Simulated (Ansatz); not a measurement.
# Ta4C3: moving one atom along a line

Aim: for Ta4C3, measure how stiffly atom 4 (Ta) is held.

Program: Ansatz 0.2.0. Level of theory: DFT r2SCAN, scalar-relativistic, plane waves, PAW. These are calculated values, not measurements.

1 further run of the same task is left out (set aside as unsound or not needed). Runs told in other sessions of the task aren't counted.

## 1. The system as given

The structure is trigonal, space group R3m (No. 160). The conventional cell has a = 3.118 Å, b = 3.118 Å, c = 30.656 Å, α = 90.00°, β = 90.00°, γ = 120.00°. Ta (site symmetry 3m) has 6 C at 2.26 Å in its first shell of neighbours. Ta (site symmetry 3m) is surrounded by 3 C at 2.14 Å. Ta (site symmetry 3m) is surrounded by 3 C at 2.19 Å. Ta (site symmetry 3m) is surrounded by 6 C at 2.20 to 2.23 Å. C (site symmetry 3m) has 6 Ta at 2.19 to 2.20 Å in its first shell of neighbours. C (site symmetry 3m) has 6 Ta at 2.14 to 2.26 Å in its first shell of neighbours. Around C (site symmetry 3m) lie 6 Ta at 2.23 to 2.26 Å.

Structure file:

```cif
data_structure
_symmetry_space_group_name_H-M 'P 1'
_symmetry_Int_Tables_number 1
_cell_length_a 10.3759
_cell_length_b 10.3759
_cell_length_c 10.3759
_cell_angle_alpha 17.282
_cell_angle_beta 17.282
_cell_angle_gamma 17.282
_cell_volume 86.02
loop_
_atom_site_label
_atom_site_type_symbol
_atom_site_fract_x
_atom_site_fract_y
_atom_site_fract_z
_atom_site_occupancy
Ta1 Ta 0.37344 0.37344 0.37344 1
Ta2 Ta 0.62448 0.62448 0.62448 1
Ta3 Ta 0.20977 0.20977 0.20977 1
Ta4 Ta 0.79443 0.79443 0.79443 1
C1 C 0.50237 0.50237 0.50237 1
C2 C 0.99575 0.99575 0.99575 1
C3 C 0.08475 0.08475 0.08475 1
```

It goes back to an entry of the Materials Project, which need not be the stable form.

It is the result of an earlier relaxation at this level (volume 12.29 Å³/atom; gap on the mesh: none (metal)).

## 2. The reference cell

The reference gives a free energy of -40536.8858 eV, pressure 0.00 GPa, largest force 0.010 eV/Å and gap on the mesh none (metal). It was computed beforehand with the settings of the runs below.

## 3. Setting up moving one atom along a line

Atom 4 (Ta) is moved by x along the Cartesian unit vector (0.000, 0.000, 1.000); the cell and all other atoms stay fixed. Forces below are components along that vector, summed over the moved atoms. In a periodic cell its images move with it.

## 4. x = -0.200 Å

File input.yaml:

```yaml
crystal:
  lattice:
    - [1.5588995839, 0.9000310946, 10.2185930755]
    - [-1.5588995839, 0.9000310946, 10.2185930755]
    - [0.0, -1.8000621886, 10.2185930756]
  atoms:
    - { symbol: Ta, position: [0.3734425207, 0.3734425207, 0.3734425207] }
    - { symbol: Ta, position: [0.624481764, 0.624481764, 0.624481764] }
    - { symbol: Ta, position: [0.2097724882, 0.2097724882, 0.2097724882] }
    - { symbol: Ta, position: [0.787906881, 0.787906881, 0.787906881] }
    - { symbol: C, position: [0.5023710678, 0.5023710678, 0.5023710678] }
    - { symbol: C, position: [0.9957490512, 0.9957490512, 0.9957490512] }
    - { symbol: C, position: [0.0847521818, 0.0847521818, 0.0847521818] }
basis:
  ecutwfc: 500
kpoints:
  mp_grid: { grid: [12, 12, 12] }
hamiltonian:
  xc: r2scan
scf:
  occupations: { method: gaussian, width: 0.15 }
output:
  forces: true
  stress: true
  eigenvalues: true
```

The run is started by

```sh
ansatz run input.yaml --threads 2 --pin off --max-ram 5120MiB --backend cpu --events-out ev --progress --plain --runs-dir out
```

What it wrote (excerpt; [...] marks lines left out):

```text
Warning: RAYON_NUM_THREADS=2 ignored (pool sized by the plan → 2); use --threads N
[...]
Pseudopotentials: kind: paw
Pseudopotential: Ta, paw, valence charge 13, recommended cutoff 500 eV (meta_gga), Ta.paw.azcp
Pseudopotential: C, paw, valence charge 4, recommended cutoff 500 eV (meta_gga), C.paw.azcp
Functional definition: r2SCAN
[...]
Crystal: 7 atoms, lattice volume = 86.024 Å³
Basis set: ecut = 500 eV, 2191 PW (Γ), FFT grids on a1−a3, a2−a3, a3, exchange–correlation on 96×96×320 points (64 copies of the dense FFT grid, shifted against one another)
Bands: 39, of which v1, the nominal top of the filled ones, is band 32 counted from 1 (31 counted from 0)
Symmetry: 6 space group operations
Space group: R3m (ITA 160), of the structure as read, at distance tolerance 4.4e-5 Å
k-points: 189 of 1728 (time reversal used)
[...]
SCF iter   1: F=—  HF=-40536.420201 eV  |F-HF|=—  |Δ(HF+E_count)|=         —  Δρ=1.43e-2  dr2=1.49e0  dr2_τ=5.01e-1  ethr=1.77e-3  ⟨swp⟩=5.6  Hψ=29516  notcnv=0
[...]
SCF iter   9: F=-40536.486065 eV  HF=-40536.486065 eV  |F-HF|=4.44e-9  |Δ(HF+E_count)|=   1.64e-8  Δρ=3.11e-6  dr2=1.25e-8  dr2_τ=1.13e-9  ethr=1.56e-10  ⟨swp⟩=11.4  Hψ=29820  notcnv=0
[...]
SCF converged after 9 iterations
Free energy (F): -40536.486065 eV
[...]
E sigma→0 (E₀):  -40536.479532 eV
Entropy (-TS):   -0.013067 eV (-1.867 meV/atom)
Fermi energy:    19.083902 eV
[...]
--- Forces (eV/Å), atoms counted from 1 ---
  atom   1  Ta     0.00000000    -0.00000000    -0.47051173
  atom   2  Ta     0.00000000    -0.00000000    -0.45069005
  atom   3  Ta     0.00000000    -0.00000000    -0.49680074
  atom   4  Ta     0.00000000     0.00000000     3.79780085
  atom   5  C      0.00000000    -0.00000000    -1.07242606
  atom   6  C      0.00000000     0.00000000     0.05859697
  atom   7  C      0.00000000    -0.00000000    -1.36600963
[...]
--- Stress (GPa, compression-positive) ---
        2.118221       0.000000       0.000000
        0.000000       2.118221      -0.000000
        0.000000      -0.000000       0.494505
  P = ⅓ Tr σ = 1.5770 GPa (15.770 kbar)
--- Band table (eV; the first three rows and the last of 189) ---
[...]
```

It took 57 s on 2 threads of Intel Xeon Platinum 8259CL at 2.50GHz (Skylake/Cascade Lake), shared host; peak memory 0.96 GiB.

## 5. At x = 0.150 Å

input.yaml, as its differences from that of step 4:

```diff
@@ -9,3 +9,3 @@
     - { symbol: Ta, position: [0.2097724882, 0.2097724882, 0.2097724882] }
-    - { symbol: Ta, position: [0.787906881, 0.787906881, 0.787906881] }
+    - { symbol: Ta, position: [0.7993239778, 0.7993239778, 0.7993239778] }
     - { symbol: C, position: [0.5023710678, 0.5023710678, 0.5023710678] }
@@ -25 +25,5 @@
   eigenvalues: true
+  write_density: true
+  write_potential: true
+  elf: true
+  volumetric_format: npy
```

The run is started by

```sh
ansatz run input.yaml --threads 2 --pin off --max-ram 5120MiB --backend cpu --events-out ev --progress --plain --runs-dir out
```

What it wrote:

```text
Warning: RAYON_NUM_THREADS=2 ignored (pool sized by the plan → 2); use --threads N
basis.fft_grid_basis auto: the FFT boxes are laid along the combinations [[1, -1, 0], [0, 1, 0], [0, -1, 1]] of the cell's own vectors, 3.118, 10.376 and 3.118 Å long. The dense box has 24×80×24 points. Along the cell's own vectors, as sized, it would have 80×80×80, 11.11 times as many. Of the 6 symmetry operations that the crystal satisfies within crystal.symmetry.tolerance (time reversal apart; of a slab, those that keep its plane) the dense box along the cell's own vectors carries 6, and the one as laid loses 4 of those. basis.fft_grid_basis: typed keeps the cell's own vectors: state it where this run's energies or levels are differenced outside the engine with another run's, or held beside a run that keeps those vectors. Those combinations have planes normal to reciprocal vector 3, as the cell's own vectors have. Each planar average written beside output.write_density, output.write_potential has a row for each plane of the box: 24. The volumetric files lie along those combinations, not along the cell's own vectors: a cube or XSF file states them, and fields.json those of NumPy files.
Engine: ansatz 0.2.0, x86_64-unknown-linux-gnu
[... 4 set-up lines as earlier in the session ...]
  parameter k0 = 0.174
  parameter k1 = 0.065
  parameter a1 = 4.9479
  exchange = r2scan_x(k0 = k0, k1 = k1, a1 = a1)
  correlation = r2scan_c
Crystal: 7 atoms, lattice volume = 86.024 Å³
Basis set: ecut = 500 eV, 2191 PW (Γ), FFT grids on a1−a2, a2, −a2+a3, exchange–correlation on 96×320×96 points (64 copies of the dense FFT grid, shifted against one another)
Bands: 39, of which v1, the nominal top of the filled ones, is band 32 counted from 1 (31 counted from 0)
[... 2 set-up lines as earlier in the session ...]
k-points: 189 of 1728 (time reversal used)
Non-local potential: Ta, projectors of the file, l = 0: 3, l = 1: 2, l = 2: 2, l = 3: 1
Non-local potential: C, projectors of the file, l = 0: 2, l = 1: 2, l = 2: 1
PAW form: soft (Blöchl's): semilocal exchange-correlation on the pseudo side does not see the compensation charge
PAW frozen core: Ta, regenerated for the run's functional (the file was generated under x = pbe(κ = 0.804, μ = 0.2195149727645171), c = pbe(β = 0.06672455060314922))
PAW frozen core: C, regenerated for the run's functional (the file was generated under x = pbe(κ = 0.804, μ = 0.2195149727645171), c = pbe(β = 0.06672455060314922))
PAW one-centre angular grid: Ta, 590 points (default); XC on 160 Gauss nodes
PAW one-centre angular grid: C, 302 points (default); XC on 239 of its mesh's 2573 points in the sphere
Initial density: superposition of atomic densities (neutral atoms: chi_scale 0, normalization atom), corrected by the library's trained network
Initial wavefunctions: pseudopotential atomic-orbital guess
Functional: x = r2scan, c = r2scan; τ floored in thin density (d = 2e-4 eV/Å³)
SCF iter   1: F=—  HF=-40536.518702 eV  |F-HF|=—  |Δ(HF+E_count)|=         —  Δρ=1.22e-2  dr2=8.75e-1  dr2_τ=5.02e-1  ethr=1.77e-3  ⟨swp⟩=5.7  Hψ=29575  notcnv=0
preconditioner: auto → Kerker (q_TF=auto, 2.597 Å⁻¹)  [metal: Δε(μ)=0.002 eV  Ē_g=8.034 eV  σ=0.150 eV  W_gap=0.01  n_scr=32 (ndim 8)  ℏωp=22.6 eV  f_vac=0.000  D(μ)=1.60/eV (n_scr^D=4)]
SCF iter   2: F=—  HF=-40536.629880 eV  |F-HF|=—  |Δ(HF+E_count)|=   1.11e-1  Δρ=7.15e-3  dr2=1.91e-1  dr2_τ=5.23e-3  ethr=1.37e-3  ⟨swp⟩=1.0  Hψ=8886  notcnv=0  defer=1
SCF iter   3: F=—  HF=-40536.628845 eV  |F-HF|=—  |Δ(HF+E_count)|=   1.04e-3  Δρ=2.56e-3  dr2=3.27e-2  dr2_τ=1.83e-3  ethr=2.98e-4  ⟨swp⟩=1.5  Hψ=7609  notcnv=0  defer=1
SCF iter   4: F=—  HF=-40536.627190 eV  |F-HF|=—  |Δ(HF+E_count)|=   1.65e-3  Δρ=8.34e-4  dr2=2.80e-3  dr2_τ=2.26e-4  ethr=5.11e-5  ⟨swp⟩=2.0  Hψ=8728  notcnv=0  defer=1
SCF iter   5: F=—  HF=-40536.626999 eV  |F-HF|=—  |Δ(HF+E_count)|=   1.92e-4  Δρ=3.87e-4  dr2=2.00e-4  dr2_τ=7.84e-6  ethr=4.37e-6  ⟨swp⟩=2.0  Hψ=10069  notcnv=0  defer=1
SCF iter   6: F=—  HF=-40536.627023 eV  |F-HF|=—  |Δ(HF+E_count)|=   2.43e-5  Δρ=8.28e-5  dr2=1.65e-5  dr2_τ=1.17e-6  ethr=3.13e-7  ⟨swp⟩=2.3  Hψ=10687  notcnv=0  defer=1
SCF iter   7: F=—  HF=-40536.627025 eV  |F-HF|=—  |Δ(HF+E_count)|=   2.21e-6  Δρ=3.08e-5  dr2=1.59e-6  dr2_τ=2.06e-7  ethr=2.58e-8  ⟨swp⟩=2.0  Hψ=10076  notcnv=0  defer=306
SCF iter   8: F=—  HF=-40536.627025 eV  |F-HF|=—  |Δ(HF+E_count)|=   8.49e-8  Δρ=7.90e-6  dr2=1.56e-7  dr2_τ=1.13e-8  ethr=2.48e-9  ⟨swp⟩=2.0  Hψ=10051  notcnv=0  defer=306
SCF iter   9: F=-40536.627025 eV  HF=-40536.627025 eV  |F-HF|=1.73e-8  |Δ(HF+E_count)|=   1.14e-8  Δρ=3.40e-6  dr2=2.59e-8  dr2_τ=2.08e-9  ethr=1.56e-10  ⟨swp⟩=15.3  Hψ=52858  notcnv=0
SCF 1 converged in 9 iterations: F = -40536.627025 eV  dr2 = 2.59e-8
SCF converged after 9 iterations
Free energy (F): -40536.627025 eV
Harris-Foulkes:  -40536.627025 eV  (|F-HF|=1.73e-8)
Internal energy: -40536.609649 eV  (E = F + TS)
E sigma→0 (E₀):  -40536.618337 eV
Entropy (-TS):   -0.017376 eV (-2.482 meV/atom)
Fermi energy:    19.028456 eV
--- Per-component energies (eV) ---
  E_band       = -387.239182
  E_kinetic    = 1741.117192
  E_local      = -2391.382759  (includes V_loc(G=0)·N_el)
  E_nonlocal   = 137.146248
  E_hartree    = 831.944737
  E_xc         = -964.728155
  E_vxc        = -1089.751947  (∫ρ·V_xc dr)
  E_paw        = -33994.677215  (= ΣΔE_a)
  E_vpaw       = -502.712430  (= ΣTr[D̂ρ^β])
  E_aug_tail   = 0.000332  (compensation charges beyond the density's cutoff)
  E_vtau       = 54.454316  (kinetic-family band-sum trace: ∫τ·v_τ [+ j·A + Jᵃ·Aᵃ] dr)
  E_ewald      = -5892.930588
  E_core_change = -3.099442  (= ΣΔE_core)
  E_smearing   = -0.017376  (= −TS)
  E_closure    = 0.000000  (closes the sum)
  Σ components = -40536.627025   (vs F -40536.627025, Δ=0.00e0)
--- Forces (eV/Å), atoms counted from 1 ---
  atom   1  Ta     0.00000000     0.00000000     0.56053896
  atom   2  Ta     0.00000000     0.00000000     0.08443364
  atom   3  Ta     0.00000000     0.00000000     0.88955056
  atom   4  Ta     0.00000000    -0.00000000    -3.53181138
  atom   5  C      0.00000000     0.00000000     1.23727389
  atom   6  C      0.00000000    -0.00000000    -0.00172438
  atom   7  C      0.00000000     0.00000000     0.76178712
  max |Σ_I F_I| component: 4.84e-5 eV/Å
--- Stress (GPa, compression-positive) ---
        2.195105       0.000000       0.000000
        0.000000       2.195105      -0.000000
        0.000000      -0.000000       1.201663
  P = ⅓ Tr σ = 1.8640 GPa (18.640 kbar)
--- Band table (eV; the first three rows and the last of 189) ---
  k-point 0: bands = ["-51.4046", "-51.2230", "-51.0340", "-50.6068", "-17.5691", "-17.2846", "-17.0722", "-17.0722", "-16.8937", "-16.8482", "-16.8482", "-16.6611", "-16.6611", "-16.3882", "-16.2529", "-16.2529", "4.1366", "5.1916", "6.9815", "10.8051", "11.9813", "13.9126", "13.9126", "14.7970", "14.7970", "15.6773", "16.2757", "16.6960", "16.6960", "18.5212", "18.5212", "18.5392", "19.9893", "19.9893", "20.0826", "20.4098", "20.4098", "20.8840", "20.8840"]
  k-point 1: bands = ["-51.4019", "-51.2204", "-51.0315", "-50.6044", "-17.5549", "-17.2806", "-17.1194", "-17.0827", "-16.9179", "-16.8597", "-16.8584", "-16.7013", "-16.6697", "-16.3864", "-16.2904", "-16.2615", "4.2987", "5.2922", "7.0129", "10.9964", "12.0201", "13.7755", "13.9823", "14.4755", "14.8459", "15.6628", "16.2625", "16.3999", "16.6101", "18.1836", "18.5998", "18.6782", "19.1471", "19.8529", "19.8569", "20.4761", "20.7920", "21.0677", "21.1254"]
  k-point 2: bands = ["-51.3945", "-51.2133", "-51.0247", "-50.5977", "-17.5173", "-17.2868", "-17.2270", "-17.1114", "-17.0208", "-16.8863", "-16.8629", "-16.7999", "-16.6933", "-16.3997", "-16.3752", "-16.2849", "4.7504", "5.5569", "7.0656", "11.5061", "12.1496", "13.4815", "13.8512", "14.1359", "14.9325", "15.2821", "15.8374", "16.2882", "16.4253", "17.4430", "18.1933", "18.6763", "19.1242", "19.7235", "20.0325", "20.4176", "20.9056", "21.6932", "21.7650"]
  k-point 188: bands = ["-51.4045", "-51.2230", "-51.0340", "-50.6068", "-17.5450", "-17.3362", "-17.0722", "-17.0722", "-16.8528", "-16.8482", "-16.8482", "-16.6610", "-16.6610", "-16.4016", "-16.2529", "-16.2529", "4.2400", "4.9761", "7.1791", "10.4844", "12.3355", "13.9180", "13.9180", "14.7722", "14.7722", "15.1077", "16.7745", "16.7745", "17.1642", "17.9445", "18.5431", "18.5431", "19.6520", "19.6520", "20.1853", "20.1853", "20.2700", "21.3640", "21.3640"]
```

It took 92 s on 2 threads of Intel Xeon Platinum 8259CL at 2.50GHz (Skylake/Cascade Lake), shared host; peak memory 0.94 GiB.

Axes a, b and c in the maps are those of this run's conventional cell (a, b, c = 3.118, 3.118, 30.656 Å).

Density in a lattice plane of the grid's cell (edges 3.12 and 30.66 Å, at 0.000 of the third edge), which holds Ta and C.

Ten even steps from '0' (0.15 e/Å³) to '9' (4.32 e/Å³):
```
000100
000000
000100
780008
000100
000100
410001
420002
000100
330003
000100
310001
520002
000100
000000
970007
000100
310001
000100
320002
```
Columns run along the first of these edges and rows up along the second, over one cell in 6 and 20 even steps from the bottom left corner. Atoms in the plane (fractional): Ta at (0.00, 0.37), Ta at (0.00, 0.62), Ta at (0.00, 0.21), Ta at (0.00, 0.80), C at (0.00, 0.50), C at (1.00, 1.00), C at (0.00, 0.08).

ELF in the same plane.

Ten even steps from '0' (0.01) to '9' (0.77):
```
522522
642224
444544
082328
138983
632323
744844
742624
532423
087378
211211
734843
853735
422322
345554
492429
233333
795159
642424
087278
```
Columns run along the first of these edges and rows up along the second, over one cell in 6 and 20 even steps from the bottom left corner. Atoms in the plane (fractional): Ta at (0.00, 0.37), Ta at (0.00, 0.62), Ta at (0.00, 0.21), Ta at (0.00, 0.80), C at (0.00, 0.50), C at (1.00, 1.00), C at (0.00, 0.08).

Both are smooth fields of the valence electrons: close to the nuclei they are not physical.

The highest ELF values outside the cores: 0.80 in the shell around C, 0.7 Å from C; 0.79 beside C, off the lines to its neighbours, 0.7 Å from C; 0.79 on the C–Ta line, 0.7 Å from C.

## 6. At x = -0.100 Å

input.yaml, as its differences from that of step 5:

```diff
@@ -9,3 +9,3 @@
     - { symbol: Ta, position: [0.2097724882, 0.2097724882, 0.2097724882] }
-    - { symbol: Ta, position: [0.7993239778, 0.7993239778, 0.7993239778] }
+    - { symbol: Ta, position: [0.7911689086, 0.7911689086, 0.7911689086] }
     - { symbol: C, position: [0.5023710678, 0.5023710678, 0.5023710678] }
@@ -25,5 +25 @@
   eigenvalues: true
-  write_density: true
-  write_potential: true
-  elf: true
-  volumetric_format: npy
```

The run is started by

```sh
ansatz run input.yaml --threads 2 --pin off --max-ram 5120MiB --backend cpu --events-out ev --progress --plain --runs-dir out
```

What it wrote (excerpt; [...] marks lines left out):

```text
Warning: RAYON_NUM_THREADS=2 ignored (pool sized by the plan → 2); use --threads N
[...]
[... 4 set-up lines as earlier in the session ...]
[...]
Crystal: 7 atoms, lattice volume = 86.024 Å³
Basis set: ecut = 500 eV, 2191 PW (Γ), FFT grids on a1−a3, a2−a3, a3, exchange–correlation on 96×96×320 points (64 copies of the dense FFT grid, shifted against one another)
Bands: 39, of which v1, the nominal top of the filled ones, is band 32 counted from 1 (31 counted from 0)
[... 2 set-up lines as earlier in the session ...]
k-points: 189 of 1728 (time reversal used)
[...]
SCF converged after 8 iterations
Free energy (F): -40536.780400 eV
[...]
E sigma→0 (E₀):  -40536.774527 eV
Entropy (-TS):   -0.011746 eV (-1.678 meV/atom)
Fermi energy:    19.070719 eV
[...]
--- Forces (eV/Å), atoms counted from 1 ---
  atom   1  Ta     0.00000000    -0.00000000    -0.26055075
  atom   2  Ta     0.00000000    -0.00000000    -0.17921573
  atom   3  Ta     0.00000000    -0.00000000    -0.31373819
  atom   4  Ta     0.00000000     0.00000000     2.04957190
  atom   5  C      0.00000000    -0.00000000    -0.64276909
  atom   6  C      0.00000000     0.00000000     0.01424254
  atom   7  C      0.00000000    -0.00000000    -0.66757638
[...]
--- Stress (GPa, compression-positive) ---
        0.376781       0.000000       0.000000
        0.000000       0.376781      -0.000000
        0.000000      -0.000000      -0.019298
  P = ⅓ Tr σ = 0.2448 GPa (2.448 kbar)
--- Band table (eV; the first three rows and the last of 189) ---
[...]
```

Run time: 49 s. Hardware: 2 threads of Intel Xeon Platinum 8259CL at 2.50GHz (Skylake/Cascade Lake), shared host; peak memory 0.95 GiB.

## 7. At x = 0.050 Å

input.yaml, as its differences from that of step 6:

```diff
@@ -9,3 +9,3 @@
     - { symbol: Ta, position: [0.2097724882, 0.2097724882, 0.2097724882] }
-    - { symbol: Ta, position: [0.7911689086, 0.7911689086, 0.7911689086] }
+    - { symbol: Ta, position: [0.7960619501, 0.7960619501, 0.7960619501] }
     - { symbol: C, position: [0.5023710678, 0.5023710678, 0.5023710678] }
```

The run is started by

```sh
ansatz run input.yaml --threads 2 --pin off --max-ram 5120MiB --backend cpu --events-out ev --progress --plain --runs-dir out
```

What it wrote (excerpt; [...] marks lines left out):

```text
[...]
SCF converged after 9 iterations
Free energy (F): -40536.858312 eV
[...]
E sigma→0 (E₀):  -40536.850794 eV
Entropy (-TS):   -0.015035 eV (-2.148 meV/atom)
Fermi energy:    19.069814 eV
[...]
--- Forces (eV/Å), atoms counted from 1 ---
  atom   1  Ta     0.00000000     0.00000000     0.17093372
  atom   2  Ta     0.00000000     0.00000000     0.03932344
  atom   3  Ta     0.00000000     0.00000000     0.23770167
  atom   4  Ta     0.00000000    -0.00000000    -1.11925608
  atom   5  C      0.00000000     0.00000000     0.38036795
  atom   6  C      0.00000000     0.00000000     0.00015446
  atom   7  C      0.00000000     0.00000000     0.29079569
[...]
--- Stress (GPa, compression-positive) ---
        0.363451       0.000000       0.000000
        0.000000       0.363451      -0.000000
        0.000000      -0.000000       0.228654
  P = ⅓ Tr σ = 0.3185 GPa (3.185 kbar)
--- Band table (eV; the first three rows and the last of 189) ---
[...]
```

Run time: 55 s. Hardware: 2 threads of Intel Xeon Platinum 8259CL at 2.50GHz (Skylake/Cascade Lake), shared host; peak memory 0.96 GiB.

## 8. Results of the scan

All points in order; energies are free energies above the reference cell:

```
 x (Å)  ΔE (meV/cell)  force on the moved atoms (eV/Å)  pressure (GPa)
-0.200          399.7                            3.798             1.6
-0.100          105.4                            2.050             0.2
 0.000            0.0                            0.009             0.0
 0.050           27.5                           -1.119             0.3
 0.150          258.8                           -3.532             1.9
```

## 9. Summary of results

| quantity | value |
| --- | --- |
| force constant along x, from the points at -0.100, 0 and 0.050 Å | 21.84 eV/Å² |

In words: Near the site the force constant is 21.84 eV/Å²; for the mass of Ta against a rigid frame that is a vibration of about 181 cm⁻¹. The undisturbed cell stays the lowest of the sampled points. The runs treat Ta without spin-orbit coupling.
